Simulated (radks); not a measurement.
# Mn²⁺ in [Ar] 3d5: an all-electron calculation

The task here is to estimate one member of a computed series from the others.

Program: radks (a radial shooting solver on a logarithmic mesh, Libxc functionals) version 1. Level of theory: Dirac Kohn-Sham, PBE, spin-unpolarised, spherical densities, finite nucleus; open shells are shared between the two j in proportion to 2j + 1. These are calculated values, not measurements, unless marked.

## Starting point

| Item | Value |
| --- | --- |
| element | manganese (Z = 25) |
| charge | +2 |
| electrons | 23 |
| configuration | [Ar] 3d5 |
| nuclear rms radius | 3.7057 fm |

Outer shells as boxes (Hund's rule):

Mn²⁺
```
[Ar] core
3d [↑ ][↑ ][↑ ][↑ ][↑ ]
```

The first run:

Input:

```text
Z 25
configuration [Ar] 3d5
relativity Dirac
functional pbe,pbe
spin unpolarised
j_filling average
nucleus finite rms 3.7057 fm
c 137.035999084
```

On the command line:

```bash
$ python run_ks.py task.json out
```

This one command runs every case of the session in turn.

Steps of the session up to this table: Self-consistent calculation.

One of the session's tables, all rows but one given; the rest of the session is left out.

It belongs to the step «Orbitals and density». From the orbitals of this run (lengths in bohr):

```
level      <r>  outermost maximum (interpolated)  90 % within  nodes
1s1/2  0.06090                            0.0399        0.109      0
2s1/2   0.2792                             0.233        0.433      1
2p1/2   0.2451                             0.187        0.402      0
2p3/2   0.2480                             0.189        0.406      0
3s1/2        ?                                 ?            ?      ?
3p1/2   0.8981                             0.748         1.38      1
3p3/2   0.9071                             0.755         1.40      1
3d3/2    1.146                             0.761         1.97      0
3d5/2    1.151                             0.763         1.98      0
```

**Question.** Estimate the row for 3s1/2.

**Answer.** <r>: 0.8521; outermost maximum (interpolated): 0.737; 90 % within: 1.28; nodes: 2. In the column «<r>» it lies between 2s1/2 (0.2792) and 3p1/2 (0.8981).

Limits of these values: Spin polarisation and multiplet splitting are left out.
